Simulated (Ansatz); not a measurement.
# GaH6O3P: small, medium and large basis sets

Aim: see how fast density functionals converge with the basis set for GaH6O3P.

Program: Ansatz 0.2.0, Gaussian basis. Level of theory: one geometry, several basis sets. These are calculated values, not measurements.

Levels to be run: PBE0-D4/def2-SVP; ωB97M-V/def2-SVP; PBE0-D4/def2-QZVPP; ωB97M-V/def2-QZVPP; the functionals' def2-TZVPP values are taken from earlier runs.

## (1) Structure used throughout

All runs share one geometry, relaxed beforehand with PBE0-D4 in a triple-zeta def2 set.

SMILES `[OH][Ga-]([OH])([OH])[PH3+]`, 11 atoms, charge 0, spin multiplicity 1.

Atoms are counted from 1 here; the program's logs count them from 0.

Bond lengths: O1–Ga2 1.801 Å, O1–H6 0.959 Å, Ga2–O3 1.801 Å, Ga2–O4 1.801 Å, Ga2–P5 2.576 Å, O3–H7 0.959 Å, O4–H8 0.959 Å, P5–H9 1.409 Å, P5–H10 1.409 Å, P5–H11 1.409 Å. Angles: Ga2–O1–H6 112.3°, O1–Ga2–O3 118.2°, O1–Ga2–O4 118.2°, O1–Ga2–P5 97.8°, O3–Ga2–O4 118.2°, O3–Ga2–P5 97.9°, O4–Ga2–P5 97.8°, Ga2–O3–H7 112.3°, Ga2–O4–H8 112.3°, Ga2–P5–H9 118.9°, Ga2–P5–H10 119.0°, Ga2–P5–H11 118.8°, H9–P5–H10 98.6°, H9–P5–H11 98.6°, H10–P5–H11 98.6°.

## (2) PBE0-D4 in def2-SVP

Input file in.yaml:

```yaml
crystal:
  periodic: [false, false, false]
  atoms:
    - {symbol: O, position_ang: [-1.777244, 0.351677, 1.087567]}
    - {symbol: Ga, position_ang: [-0.221226, -0.481746, 0.728024]}
    - {symbol: O, position_ang: [1.211875, -0.084009, 1.744297]}
    - {symbol: O, position_ang: [-0.286195, -2.103383, -0.053735]}
    - {symbol: P, position_ang: [0.432600, 0.885778, -1.355224]}
    - {symbol: H, position_ang: [-1.725670, 0.896459, 1.875462]}
    - {symbol: H, position_ang: [1.801270, -0.833075, 1.852677]}
    - {symbol: H, position_ang: [-1.183691, -2.431308, -0.138639]}
    - {symbol: H, position_ang: [0.683725, 2.265413, -1.214217]}
    - {symbol: H, position_ang: [1.596465, 0.531641, -2.066798]}
    - {symbol: H, position_ang: [-0.466610, 0.945351, -2.438813]}
basis:
  gaussian: {orbitals: def2-SVP}
hamiltonian: {xc: pbe0, dispersion: d4}
output: {orbitals: {seedname: orbitals}}
```

The run is started by

```
$ ansatz run in.yaml --threads 4 --pin off --events-out ev --progress --plain --max-ram 11315MiB
```

Further steps of the session: ωB97M-V in def2-SVP; PBE0-D4 in def2-QZVPP; ωB97M-V in def2-QZVPP.

Q: Predict the results of all the runs planned. Wanted: PBE0-D4: double and triple zeta above quadruple; ωB97M-V: double and triple zeta above quadruple.

**Answer**, as computed:

| quantity | value |
| --- | --- |
| PBE0-D4: double and triple zeta above quadruple | 19.82, 1.89 eV |
| ωB97M-V: double and triple zeta above quadruple | 19.92, 1.81 eV |

PBE0-D4 gains 17.94 eV from double to triple zeta, then 1.89 eV more. These are total energies; as a rule much of such shifts cancels in differences, which this series doesn't test. The LUMO of ωB97M-V is positive and keeps falling with the basis (2.06 to 0.99 eV): an unbound level that the basis holds in place.
